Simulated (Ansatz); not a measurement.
**CH4GeOS: one species, many methods**

Aim: compute CH4GeOS with functionals from several rungs and with coupled cluster, and see how far each lands from CCSD(T) at the basis-set limit for the atomisation energy.

Program: Ansatz 0.2.0, Gaussian basis. Level of theory: functionals in def2-TZVPP, the program's frozen cores in correlated methods. These are calculated values, not measurements.

The runs, in order: PBE-D4, r2SCAN-D4, PBE0-D4, B3LYP-D4, ωB97X-V, ωB97M-V, B2PLYP; CCSD(T)/def2-TZVPP; MP2/def2-QZVPP; extrapolation to the limit.

### Step 1. The relaxed structure

The geometry comes from an earlier relaxation with PBE0-D4/def2-TZVP; it is a stationary point, not always the lowest conformer.

SMILES `O[CH]1[S][GeH2]1`, 8 atoms, charge 0, spin multiplicity 1.

Atoms are counted from 1 here; the program's logs count them from 0.

Bond lengths: O1–C2 1.390 Å, O1–H5 0.963 Å, C2–S3 1.820 Å, C2–Ge4 1.960 Å, C2–H6 1.090 Å, S3–Ge4 2.200 Å, Ge4–H7 1.530 Å, Ge4–H8 1.527 Å. Angles: C2–O1–H5 108.1°, O1–C2–S3 113.2°, O1–C2–Ge4 120.5°, O1–C2–H6 114.0°, S3–C2–Ge4 71.1°, S3–C2–H6 112.4°, Ge4–C2–H6 117.8°, C2–S3–Ge4 57.4°, C2–Ge4–S3 51.5°, C2–Ge4–H7 122.9°, C2–Ge4–H8 117.8°, S3–Ge4–H7 116.3°, S3–Ge4–H8 115.3°, H7–Ge4–H8 116.3°.

### Step 2. PBE-D4 (GGA)

in.yaml reads:

```yaml
crystal:
  periodic: [false, false, false]
  atoms:
    - {symbol: O, position_ang: [-0.835354, 0.283545, -1.522398]}
    - {symbol: C, position_ang: [-0.458722, 0.555935, -0.212146]}
    - {symbol: S, position_ang: [-1.445459, -0.349000, 1.020463]}
    - {symbol: Ge, position_ang: [0.714877, -0.675324, 0.760832]}
    - {symbol: H, position_ang: [-0.211533, 0.721471, -2.110245]}
    - {symbol: H, position_ang: [-0.382277, 1.619086, 0.015646]}
    - {symbol: H, position_ang: [1.611275, -0.228847, 1.917696]}
    - {symbol: H, position_ang: [1.099291, -1.983967, 0.074253]}
basis:
  gaussian: {orbitals: def2-TZVPP}
hamiltonian: {xc: pbe, dispersion: d4}
output: {forces: true, orbitals: {seedname: orbitals}}
```

Launch:

```
$ ansatz run in.yaml --threads 4 --pin off --events-out ev --progress --plain --max-ram 10444MiB
```

After this run come: r2SCAN-D4 (meta-GGA); PBE0-D4 (hybrid); B3LYP-D4 (hybrid); ωB97X-V (range-separated); ωB97M-V (range-separated); B2PLYP (double hybrid); CCSD(T) in def2-TZVPP; MP2 in def2-QZVPP.

Before running them: what should the planned runs give, taken together? Wanted: atomisation energy, CCSD(T)/CBS; farthest; mean size of error, hybrid; mean size of error, range-separated; gap, smallest and largest; T1 diagnostic; triples share of the correlation energy.

The runs gave:

```
                               quantity                                 value
        atomisation energy, CCSD(T)/CBS                             26.926 eV
    functionals within 0.269 eV (1.0 %)  r2SCAN-D4, PBE0-D4, ωB97X-V, ωB97M-V
                               farthest                    PBE-D4 (+0.632 eV)
             mean size of error, hybrid                              0.240 eV
    mean size of error, range-separated                              0.072 eV
              gap, smallest and largest  4.27 eV (PBE-D4), 10.47 eV (ωB97X-V)
                          T1 diagnostic                                0.0129
triples share of the correlation energy                                 4.3 %
```

In words: PBE-D4 is off by +0.632 eV, about 0.079 eV a bond. Double hybrids carry the basis error of their MP2 part in triple zeta, and no dispersion term here, so their miss is partly the set-up's. Misses under about 0.269 eV are within the doubt on the reference itself, which lacks core-valence correlation, relativity and higher excitations, and its outer-core shells are covered unevenly. Hartree-Fock recovers 65 % of the binding; the rest is correlation. Orbital gaps span 4.3 to 10.5 eV; exact exchange widens them. Correlated methods include outer-core shells of Ge, which these sets cover unevenly.
